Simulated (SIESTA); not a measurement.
Ti3S2:

```
Ti S
1.0
     2.71311    1.56642    3.23762
    -2.71311    1.56642    3.23762
     0.00000   -3.13283    3.23762
Ti S
3 2
Direct
  0.00000 0.33565 0.66434
  0.66434 0.00000 0.33565
  0.33565 0.66434 0.00000
  0.16784 0.16784 0.16784
  0.83216 0.83216 0.83216
```

The cell comes from a database or a generator and needn't be the stable form of this composition.

* Program: SIESTA 5.4.2
* Task: single point
* Functional: PBEsol
* Potentials or basis: PseudoDojo 0.4 standard (PBEsol files)
* Basis: DZP (energy shift 0.003 Ry; two zetas on semicore shells)
* Grid cutoff: 800 Ry
* Energy shift: 0.003 Ry
* k mesh: 6 × 6 × 6
* Occupations: fermi-dirac, width 0.05 eV
* Spin: no spin polarisation

On this cell: pressure -3.2 GPa; largest force 0.049 eV/Å; band gap on the k mesh none (metal or under the smearing width).

The same run follows on a disturbed copy (atoms moved at random, drawn with an rms of 0.05 Å):

```
Ti S
1.0
     2.71311    1.56642    3.23762
    -2.71311    1.56642    3.23762
     0.00000   -3.13283    3.23762
Ti S
3 2
Direct
  0.00504 0.33886 0.65433
  0.66145 0.00702 0.33455
  0.33258 0.65915 0.99989
  0.14899 0.19212 0.16459
  0.83772 0.83799 0.82778
```

What changes?

The energy (extrapolated to zero smearing) moves by +23.4 meV/atom; pressure -2.9 GPa; largest force 1.353 eV/Å; band gap on the k mesh none (metal or under the smearing width).

Forces in eV/Å, atoms in the order of the input:
```
Ti  -0.447 -0.323  0.298
Ti  -0.159 -0.026 -0.414
Ti  -0.330  0.756  0.978
S    1.270 -0.074 -0.462
S   -0.333 -0.333 -0.399
```

Stress tensor (GPa, compression positive):
```
-4.69 -1.49 -0.20
-1.49 -1.55  0.02
-0.20  0.02 -2.47
```

Caveats: the basis of atomic orbitals isn't converged, which shifts pressures, moduli and gaps.
